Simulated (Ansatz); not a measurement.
# W4C: the cost of one run

Method: DFT PBEsol, scalar-relativistic, plane waves, PAW, in Ansatz 0.2.0.

The COD cell was measured well above room temperature, so it is larger than a cold one.

## Step 1: The starting structure

Symmetry: Im-3m, No. 229, cubic system. The conventional cell has a = 3.195 Å, b = 3.195 Å, c = 3.195 Å, α = 90.00°, β = 90.00°, γ = 90.00°. W (site symmetry m-3m) is surrounded by 8 W at 2.77 Å.

Structure file:

```cif
data_structure
_symmetry_space_group_name_H-M 'Im-3m'
_symmetry_Int_Tables_number 229
_cell_length_a 3.1946
_cell_length_b 3.1946
_cell_length_c 3.1946
_cell_angle_alpha 90.000
_cell_angle_beta 90.000
_cell_angle_gamma 90.000
_cell_volume 32.60
loop_
_atom_site_label
_atom_site_type_symbol
_atom_site_symmetry_multiplicity
_atom_site_Wyckoff_symbol
_atom_site_fract_x
_atom_site_fract_y
_atom_site_fract_z
_atom_site_occupancy
W1 W 2 a 0.00000 0.00000 0.00000 1
```

The structure comes from the Crystallography Open Database.

## Step 8: The grid

Atoms count from 1 in the order of the input.

C is moved along a line over the surface and along the normal, above a rigid substrate.

First coordinate, position of C5 along the second surface vector, from above W4: 6 values from 0.00 to 2.63 Å, periodic. Second coordinate, height of C5 above the plane of W4: 7 values from 1.35 to 4.13 Å.

Nothing else is relaxed. Points are written as (first, second).

(The set-up runs are not shown.)

## Step 9: The run at (1.05 Å, 2.14 Å)

Contents of input.yaml:

```yaml
crystal:
  lattice:
    - [3.1545348002, 0.0, 0.0]
    - [0.0, 3.1545348002, 0.0]
    - [0.0, 0.0, 21.5976290709]
  atoms:
    - { symbol: W, position: [0.5, 0.5, 0.1852055143] }
    - { symbol: W, position: [0.0, 0.0, 0.2582351693] }
    - { symbol: W, position: [0.5, 0.5, 0.3339290903] }
    - { symbol: W, position: [0.0, 0.0, 0.3980820785] }
    - { symbol: C, position: [0.0, 0.3333333333, 0.4971670286], spin: 2.0 }
basis:
  ecutwfc: 420
kpoints:
  mp_grid: { grid: [8, 8, 1] }
hamiltonian:
  xc: pbesol
  pseudopotentials: { kind: paw, azcp: { folder: soft_1 } }
scf:
  occupations: { method: gaussian, width: 0.1 }
output:
  forces: true
  eigenvalues: true
  populations: true
magnetization:
  spin_polarized: true
efield:
  axis: 3
  dipole_correction: true
  ramp_width: 0.04
```

Launch:

```bash
$ ansatz run input.yaml --threads 1 --pin off --max-ram 3072MiB --backend cpu --events-out ev --progress --plain --runs-dir out
```

Q: Estimate wall time and peak memory on 1 thread of Arm Neoverse V1, shared host.

About 83 s, with a peak of 0.57 GiB.
